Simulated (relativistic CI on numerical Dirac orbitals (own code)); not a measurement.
# He: one ion under different settings

How much do the settings matter for He? One ion, several inputs.

Method: Dirac-Coulomb-Breit CI, KLI orbitals optimised for each configuration, model QED (radiative potential, 1s self-energy scaled to tabulated hydrogen-like ionisation energies), numerical settings as typed. Code: relativistic CI on numerical Dirac orbitals (own code) version 3.

## 1. The atom as given

```
ion            : He (He I)
nuclear charge : 2
electrons      : 2
isotope        : A = 4
```

## 2. The usual input

Settings, as recorded:

```ini
atom He  Z=2  charge=0  electrons=2
nucleus A=4  rms_radius_fm=1.6755
hamiltonian dirac-coulomb  breit=on  qed=on  c_scale=1
orbitals kli  potential=per-configuration
slater_scale 1
correlation none
mixing on
grid step=0.0125 r_max=62.6
scf mixing=0.4 start=green max_iterations=150 tolerance=2e-08 node_fill=0.05
configurations
  1s2
  1s 2s
  1s 2p
end
```

Run with:

```console
python run_levels.py task.json out
```

The settings of every run stand in task.json; they run in order.

From the run's result record (rounded, not every field):

```text
status: converged
levels [i, E_cm, J2, conf, term, w_term, w_jj]:
  - [0, 0, 0, "1s2", "1S", 1, 1]
  - [1, 151134.55, 2, "1s 2s", "3S", 1, 1]
  - [2, 157554.43, 0, "1s 2s", "1S", 1, 1]
  - [3, 160344.23, 4, "1s 2p", "3P*", 1, 1]
  - [4, 160344.39, 2, "1s 2p", "3P*", 1, 0.6668]
  - [5, 160345.43, 0, "1s 2p", "3P*", 1, 1]
  - [6, 163171.73, 2, "1s 2p", "1P*", 1, 0.6668]
total_energy [Ha]: -2.8617261424
n_levels_all: 7
overlap: 9.44923e-14
scf_iterations: [9, 10, 8]
orbital_energies [Ha]: {"1s": -0.91799}
configurations [conf, odd, states, E_av_Ha, breit_Ha, qed_Ha]:
  - ["1s2", 0, 1, -2.861812643, 6.378e-05, 2.272e-05]
  - ["1s 2s", 0, 4, -2.165716165, 1.522e-06, 1.632e-05]
  - ["1s 2p", 1, 12, -2.127839191, 1.216e-06, 1.587e-05]
scf_steps of the first configuration [iteration, E_Ha, residual, outer_eigenvalue_Ha]:
  - [1, -2.81892564, 0.203, -1.257]
  - [2, -2.84989803, 0.105, -1.089]
  - [3, -2.86174648, 0.00422, -0.9148]
  - [4, -2.86179166, 0.00422, -0.9247]
  - [5, -2.86181257, 0.000244, -0.9176]
  - [6, -2.86181263, 8.24e-05, -0.9179]
  - [7, -2.86181264, 1.48e-06, -0.918]
  - [8, -2.86181264, 8.2e-07, -0.918]
  - [9, -2.86181264, 1.04e-09, -0.918]
```

Wall time 0.05 s (1 thread, shared host).

## 3. Tolerance 0.0001, Slater scale 0.6, speed-of-light factor 1.25

Settings, as recorded:

```ini
atom He  Z=2  charge=0  electrons=2
nucleus A=4  rms_radius_fm=1.6755
hamiltonian dirac-coulomb  breit=on  qed=on  c_scale=1.25
orbitals kli  potential=per-configuration
slater_scale 0.6
correlation none
mixing on
grid step=0.0125 r_max=62.6
scf mixing=0.4 start=green max_iterations=150 tolerance=0.0001 node_fill=0.05
configurations
  1s2
  1s 2s
  1s 2p
end
```

Result record:

```text
status: converged
levels [i, E_cm, J2, conf, term, w_term]:
  - [0, 0, 0, "1s2", "1S", 1]
  - [1, 151779.97, 2, "1s 2s", "3S", 1]
  - [2, 155631.62, 0, "1s 2s", "1S", 1]
  - [3, 160629.89, 4, "1s 2p", "3P*", 1]
  - [4, 160630.03, 2, "1s 2p", "3P*", 1]
  - [5, 160630.72, 0, "1s 2p", "3P*", 1]
  - [6, 162325.18, 2, "1s 2p", "1P*", 1]
total_energy [Ha]: -2.8617013669
n_levels_all: 7
overlap: 9.35844e-14
scf_iterations: [6, 6, 5]
orbital_energies [Ha]: {"1s": -0.917847}
configurations [conf, odd, states, E_av_Ha, breit_Ha, qed_Ha]:
  - ["1s2", 0, 1, -2.861764627, 4.081e-05, 2.245e-05]
  - ["1s 2s", 0, 4, -2.165675287, 9.743e-07, 1.613e-05]
  - ["1s 2p", 1, 12, -2.127802061, 7.779e-07, 1.568e-05]
scf_steps of the first configuration [iteration, E_Ha, residual, outer_eigenvalue_Ha]:
  - [1, -2.81888239, 0.203, -1.257]
  - [2, -2.84985126, 0.105, -1.089]
  - [3, -2.86169848, 0.00422, -0.9148]
  - [4, -2.86174365, 0.00422, -0.9247]
  - [5, -2.86176456, 0.000244, -0.9176]
  - [6, -2.86176463, 8.24e-05, -0.9179]
```

Run time: 0.047 s. Hardware: 1 thread, shared host.

A changed speed of light describes a fictitious ion. The QED potentials keep the true α.

## 4. Slater scale 0.5, potential mixing 0.1, QED terms off

Settings, as recorded:

```ini
atom He  Z=2  charge=0  electrons=2
nucleus A=4  rms_radius_fm=1.6755
hamiltonian dirac-coulomb  breit=on  qed=off  c_scale=1
orbitals kli  potential=per-configuration
slater_scale 0.5
correlation none
mixing on
grid step=0.0125 r_max=62.6
scf mixing=0.1 start=green max_iterations=150 tolerance=2e-08 node_fill=0.05
configurations
  1s2
  1s 2s
  1s 2p
end
```

Result record:

```text
status: converged
levels [i, E_cm, J2, conf, term, w_term]:
  - [0, 0, 0, "1s2", "1S", 1]
  - [1, 151938.27, 2, "1s 2s", "3S", 1]
  - [2, 155148.88, 0, "1s 2s", "1S", 1]
  - [3, 160699.19, 4, "1s 2p", "3P*", 1]
  - [4, 160699.42, 2, "1s 2p", "3P*", 1]
  - [5, 160700.5, 0, "1s 2p", "3P*", 1]
  - [6, 162112.77, 2, "1s 2p", "1P*", 1]
total_energy [Ha]: -2.8617488664
n_levels_all: 7
overlap: 9.45541e-14
scf_iterations: [10, 11, 10]
orbital_energies [Ha]: {"1s": -0.91799}
configurations [conf, odd, states, E_av_Ha, breit_Ha, qed_Ha]:
  - ["1s2", 0, 1, -2.861812643, 6.378e-05, 0]
  - ["1s 2s", 0, 4, -2.165716165, 1.522e-06, 0]
  - ["1s 2p", 1, 12, -2.127839191, 1.216e-06, 0]
scf_steps of the first configuration [iteration, E_Ha, residual, outer_eigenvalue_Ha]:
  - [1, -2.81892564, 0.203, -1.257]
  - [2, -2.82812361, 0.178, -1.214]
  - [3, -2.8616154, 0.00731, -0.9114]
  - [4, -2.86134491, 0.0214, -0.9527]
  - [5, -2.86181145, 0.00102, -0.9164]
  - [6, -2.86181243, 0.000425, -0.9173]
  - [7, -2.86181264, 7.71e-05, -0.9179]
  - [8, -2.86181264, 1.97e-06, -0.918]
  - [9, -2.86181264, 1.75e-06, -0.918]
  - [10, -2.86181264, 1.09e-09, -0.918]
```

Run time: 0.027 s. Hardware: 1 thread, shared host.

## 5. Node fill 0.2

Settings, as recorded:

```ini
atom He  Z=2  charge=0  electrons=2
nucleus A=4  rms_radius_fm=1.6755
hamiltonian dirac-coulomb  breit=on  qed=on  c_scale=1
orbitals kli  potential=per-configuration
slater_scale 1
correlation none
mixing on
grid step=0.0125 r_max=62.6
scf mixing=0.4 start=green max_iterations=150 tolerance=2e-08 node_fill=0.2
configurations
  1s2
  1s 2s
  1s 2p
end
```

Result record:

```text
status: converged
levels [i, E_cm, J2, conf, term, w_term]:
  - [0, 0, 0, "1s2", "1S", 1]
  - [1, 151241.67, 2, "1s 2s", "3S", 1]
  - [2, 157393.95, 0, "1s 2s", "1S", 1]
  - [3, 160354.09, 4, "1s 2p", "3P*", 1]
  - [4, 160354.23, 2, "1s 2p", "3P*", 1]
  - [5, 160355.25, 0, "1s 2p", "3P*", 1]
  - [6, 163125.85, 2, "1s 2p", "1P*", 1]
total_energy [Ha]: -2.8617261424
n_levels_all: 7
overlap: 9.50376e-14
scf_iterations: [9, 9, 8]
orbital_energies [Ha]: {"1s": -0.91799}
configurations [conf, odd, states, E_av_Ha, breit_Ha, qed_Ha]:
  - ["1s2", 0, 1, -2.861812643, 6.378e-05, 2.272e-05]
  - ["1s 2s", 0, 4, -2.165532747, 1.448e-06, 1.628e-05]
  - ["1s 2p", 1, 12, -2.127857789, 1.193e-06, 1.587e-05]
scf_steps of the first configuration [iteration, E_Ha, residual, outer_eigenvalue_Ha]:
  - [1, -2.81892564, 0.203, -1.257]
  - [2, -2.84989803, 0.105, -1.089]
  - [3, -2.86174648, 0.00422, -0.9148]
  - [4, -2.86179166, 0.00422, -0.9247]
  - [5, -2.86181257, 0.000244, -0.9176]
  - [6, -2.86181263, 8.24e-05, -0.9179]
  - [7, -2.86181264, 1.48e-06, -0.918]
  - [8, -2.86181264, 8.2e-07, -0.918]
  - [9, -2.86181264, 1.04e-09, -0.918]
```

Wall time 0.05 s (1 thread, shared host).

## 6. End of the grid 187.8, grid step 0.008

Changes to the settings of step 5:

```diff
@@ -7,4 +7,4 @@
 mixing on
-grid step=0.0125 r_max=62.6
-scf mixing=0.4 start=green max_iterations=150 tolerance=2e-08 node_fill=0.2
+grid step=0.008 r_max=187.8
+scf mixing=0.4 start=green max_iterations=150 tolerance=2e-08 node_fill=0.05
 configurations
```

Result record:

```text
status: converged
levels [i, E_cm, J2, conf, term, w_term]:
  - [0, 0, 0, "1s2", "1S", 1]
  - [1, 151134.56, 2, "1s 2s", "3S", 1]
  - [2, 157554.44, 0, "1s 2s", "1S", 1]
  - [3, 160344.25, 4, "1s 2p", "3P*", 1]
  - [4, 160344.41, 2, "1s 2p", "3P*", 1]
  - [5, 160345.45, 0, "1s 2p", "3P*", 1]
  - [6, 163171.74, 2, "1s 2p", "1P*", 1]
total_energy [Ha]: -2.8617263875
n_levels_all: 7
overlap: 9.31085e-14
scf_iterations: [9, 10, 8]
orbital_energies [Ha]: {"1s": -0.917991}
configurations [conf, odd, states, E_av_Ha, breit_Ha, qed_Ha]:
  - ["1s2", 0, 1, -2.861812888, 6.378e-05, 2.272e-05]
  - ["1s 2s", 0, 4, -2.165716332, 1.522e-06, 1.632e-05]
  - ["1s 2p", 1, 12, -2.127839355, 1.216e-06, 1.587e-05]
scf_steps of the first configuration [iteration, E_Ha, residual, outer_eigenvalue_Ha]:
  - [1, -2.81892588, 0.203, -1.257]
  - [2, -2.84989828, 0.105, -1.089]
  - [3, -2.86174672, 0.00422, -0.9148]
  - [4, -2.8617919, 0.00422, -0.9247]
  - [5, -2.86181282, 0.000244, -0.9176]
  - [6, -2.86181288, 8.24e-05, -0.9179]
  - [7, -2.86181289, 1.48e-06, -0.918]
  - [8, -2.86181289, 8.2e-07, -0.918]
  - [9, -2.86181289, 1.04e-09, -0.918]
```

It took 0.079 s on 1 thread, shared host.

## 7. Slater scale 2

Settings, as recorded:

```ini
atom He  Z=2  charge=0  electrons=2
nucleus A=4  rms_radius_fm=1.6755
hamiltonian dirac-coulomb  breit=on  qed=on  c_scale=1
orbitals kli  potential=per-configuration
slater_scale 2
correlation none
mixing on
grid step=0.0125 r_max=62.6
scf mixing=0.4 start=green max_iterations=68 tolerance=2e-08 node_fill=0.05
configurations
  1s2
  1s 2s
  1s 2p
end
```

Result record:

```text
status: converged
levels [i, E_cm, J2, conf, term, w_term]:
  - [0, 0, 0, "1s2", "1S", 1]
  - [1, 149529.91, 2, "1s 2s", "3S", 1]
  - [2, 159637.33, 4, "1s 2p", "3P*", 1]
  - [3, 159637.34, 2, "1s 2p", "3P*", 1]
  - [4, 159638.3, 0, "1s 2p", "3P*", 1]
  - [5, 162368.33, 0, "1s 2s", "1S", 1]
  - [6, 165292.66, 2, "1s 2p", "1P*", 1]
total_energy [Ha]: -2.8617261424
n_levels_all: 7
overlap: 9.44923e-14
scf_iterations: [9, 10, 8]
orbital_energies [Ha]: {"1s": -0.91799}
configurations [conf, odd, states, E_av_Ha, breit_Ha, qed_Ha]:
  - ["1s2", 0, 1, -2.861812643, 6.378e-05, 2.272e-05]
  - ["1s 2s", 0, 4, -2.165716165, 1.522e-06, 1.632e-05]
  - ["1s 2p", 1, 12, -2.127839191, 1.216e-06, 1.587e-05]
scf_steps of the first configuration [iteration, E_Ha, residual, outer_eigenvalue_Ha]:
  - [1, -2.81892564, 0.203, -1.257]
  - [2, -2.84989803, 0.105, -1.089]
  - [3, -2.86174648, 0.00422, -0.9148]
  - [4, -2.86179166, 0.00422, -0.9247]
  - [5, -2.86181257, 0.000244, -0.9176]
  - [6, -2.86181263, 8.24e-05, -0.9179]
  - [7, -2.86181264, 1.48e-06, -0.918]
  - [8, -2.86181264, 8.2e-07, -0.918]
  - [9, -2.86181264, 1.04e-09, -0.918]
```

It took 0.05 s on 1 thread, shared host.

A bad setting: its result is shown only for the comparison.

## 8. Speed-of-light factor 0.05

Settings, as recorded:

```ini
atom He  Z=2  charge=0  electrons=2
nucleus A=4  rms_radius_fm=1.6755
hamiltonian dirac-coulomb  breit=on  qed=on  c_scale=0.05
orbitals kli  potential=per-configuration
slater_scale 1
correlation none
mixing on
grid step=0.0125 r_max=62.6
scf mixing=0.4 start=green max_iterations=79 tolerance=2e-08 node_fill=0.05
configurations
  1s2
  1s 2s
  1s 2p
end
```

Result record:

```text
status: converged
levels [i, E_cm, J2, conf, term, w_term]:
  - [0, 0, 0, "1s2", "1S", 0.9999]
  - [1, 147079.92, 2, "1s 2s", "3S", 1]
  - [2, 154545.43, 0, "1s 2s", "1S", 0.9999]
  - [3, 157131.08, 4, "1s 2p", "3P*", 1]
  - [4, 157177.38, 2, "1s 2p", "3P*", 0.9937]
  - [5, 157644.24, 0, "1s 2p", "3P*", 1]
  - [6, 159666.63, 2, "1s 2p", "1P*", 0.9937]
total_energy [Ha]: -2.8910963071
n_levels_all: 7
overlap: 2.32078e-14
scf_iterations: [9, 9, 8]
orbital_energies [Ha]: {"1s": -0.932481}
configurations [conf, odd, states, E_av_Ha, breit_Ha, qed_Ha]:
  - ["1s2", 0, 1, -2.917168268, 0.02611, 6.244e-05]
  - ["1s 2s", 0, 4, -2.213052703, 0.0006275, 4.557e-05]
  - ["1s 2p", 1, 12, -2.172447791, 0.0004834, 4.429e-05]
scf_steps of the first configuration [iteration, E_Ha, residual, outer_eigenvalue_Ha]:
  - [1, -2.86853151, 0.217, -1.295]
  - [2, -2.90378074, 0.111, -1.114]
  - [3, -2.91708644, 0.0047, -0.9289]
  - [4, -2.91714287, 0.00466, -0.9399]
  - [5, -2.91716818, 0.00027, -0.9321]
  - [6, -2.91716826, 0.000101, -0.9323]
  - [7, -2.91716827, 1.91e-06, -0.9325]
  - [8, -2.91716827, 1.07e-06, -0.9325]
  - [9, -2.91716827, 1.63e-09, -0.9325]
```

Run time: 0.051 s. Hardware: 1 thread, shared host.

This setting is unsound; the numbers are not properties of the ion.

With a scaled speed of light this is not the real ion; the QED potentials keep the true α and change only through the orbitals.

## 9. The runs side by side

| setting | total energy less usual (Ha) | largest shift of a level among the lowest eight of both runs, same label and place (cm⁻¹) | SCF iterations | time | lowest level | kind of change |
| --- | --- | --- | --- | --- | --- | --- |
| usual | 0 | 0 | 27 | 0.05 s | 1s2 1S0 | - |
| tolerance 0.0001, Slater scale 0.6, speed-of-light factor 1.25 | 2.48e-05 | 1920 | 17 | 0.047 s | 1s2 1S0 | unphysical constant |
| Slater scale 0.5, potential mixing 0.1, QED terms off | -2.27e-05 | 2410 | 31 | 0.027 s | 1s2 1S0 | model term |
| node fill 0.2 | 0 | 160 | 26 | 0.05 s | 1s2 1S0 | numerical |
| end of the grid 187.8, grid step 0.008 | -2.45e-07 | 0.0181 | 27 | 0.079 s | 1s2 1S0 | numerical |
| Slater scale 2 | 0 | 4810 | 27 | 0.05 s | 1s2 1S0 | unsound |
| speed-of-light factor 0.05 | -0.0294 | 4050 | 26 | 0.051 s | 1s2 1S0 | unsound |

## 10. Summary of results

| quantity | value |
| --- | --- |
| lowest level, usual settings | 1s2 1S0 |
| total energy | -2.8617 Ha |
| first excitation | 151135 cm⁻¹ |

**Reading.** Among the runs whose levels can be followed, they move most under «Slater scale 2» (unsound), by up to 4810 cm⁻¹. No visible change in the result comes from «end of the grid 187.8, grid step 0.008». Only the listed configurations are in the model. Near neutrality, missing correlation can shift configurations against each other by thousands of cm⁻¹.
